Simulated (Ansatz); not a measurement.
# AlGeH₄NO: basis-set convergence

One table from this session's results is given with a row withheld; the runs are named, their logs left out.

The runs use Ansatz 0.2.0, Gaussian basis; one geometry, several basis sets.

The runs, in order: PBE0-D4/def2-SVP; ωB97M-V/def2-SVP; PBE0-D4/def2-QZVPP; ωB97M-V/def2-QZVPP; the functionals' def2-TZVPP values are taken from earlier runs.

## The relaxed structure

An earlier PBE0-D4 in a triple-zeta def2 set relaxation fixed the geometry.

SMILES `[NH2][GeH]1[O][AlH]1`, 8 atoms, charge 0, spin multiplicity 1.

Atoms are counted from 1 here; the program's logs count them from 0.

Bond lengths: N1–Ge2 1.822 Å, N1–H5 1.009 Å, N1–H6 1.008 Å, Ge2–O3 1.896 Å, Ge2–Al4 2.331 Å, Ge2–H7 1.543 Å, O3–Al4 1.699 Å, Al4–H8 1.577 Å. Angles: Ge2–N1–H5 116.8°, Ge2–N1–H6 117.5°, H5–N1–H6 110.6°, N1–Ge2–O3 114.7°, N1–Ge2–Al4 126.9°, N1–Ge2–H7 103.9°, O3–Ge2–Al4 46.0°, O3–Ge2–H7 108.8°, Al4–Ge2–H7 128.4°, Ge2–O3–Al4 80.7°, Ge2–Al4–O3 53.4°, Ge2–Al4–H8 168.5°, O3–Al4–H8 138.1°.

Set-up of the first run:

File in.yaml:

```yaml
crystal:
  periodic: [false, false, false]
  atoms:
    - {symbol: N, position_ang: [-1.000748, 1.330370, 0.514385]}
    - {symbol: Ge, position_ang: [0.239122, 0.000125, 0.626907]}
    - {symbol: O, position_ang: [1.177500, -0.346031, -0.983534]}
    - {symbol: Al, position_ang: [0.431458, -1.856935, -0.769096]}
    - {symbol: H, position_ang: [-0.662575, 2.276388, 0.611946]}
    - {symbol: H, position_ang: [-1.682092, 1.271156, -0.226148]}
    - {symbol: H, position_ang: [1.237879, 0.511870, 1.685381]}
    - {symbol: H, position_ang: [0.351655, -3.244141, -1.515641]}
basis:
  gaussian: {orbitals: def2-SVP}
hamiltonian: {xc: pbe0, dispersion: d4}
output: {orbitals: {seedname: orbitals}}
```

Command:

```
> ansatz run in.yaml --threads 2 --pin off --events-out ev --progress --plain --max-ram 4352MiB
```

Among the steps run: PBE0-D4 in def2-SVP; ωB97M-V in def2-SVP; PBE0-D4 in def2-QZVPP; ωB97M-V in def2-QZVPP.

One table of the session follows, with a row left open; its other results are not shown here.

It belongs to the step «Density functionals: the series». 

| functional | basis | HOMO (eV) |
| --- | --- | --- |
| PBE0-D4 | def2-SVP | -6.21 |
| PBE0-D4 | def2-TZVPP | -6.31 |
| PBE0-D4 | def2-QZVPP | -6.35 |
| ωB97M-V | def2-SVP | -8.22 |
| ωB97M-V | def2-TZVPP | ? |
| ωB97M-V | def2-QZVPP | -8.38 |

Estimate the missing values for ωB97M-V, def2-TZVPP.

The run gave: HOMO (eV): -8.34. In the column «HOMO (eV)» it lies between ωB97M-V, def2-QZVPP (-8.38) and ωB97M-V, def2-SVP (-8.22).
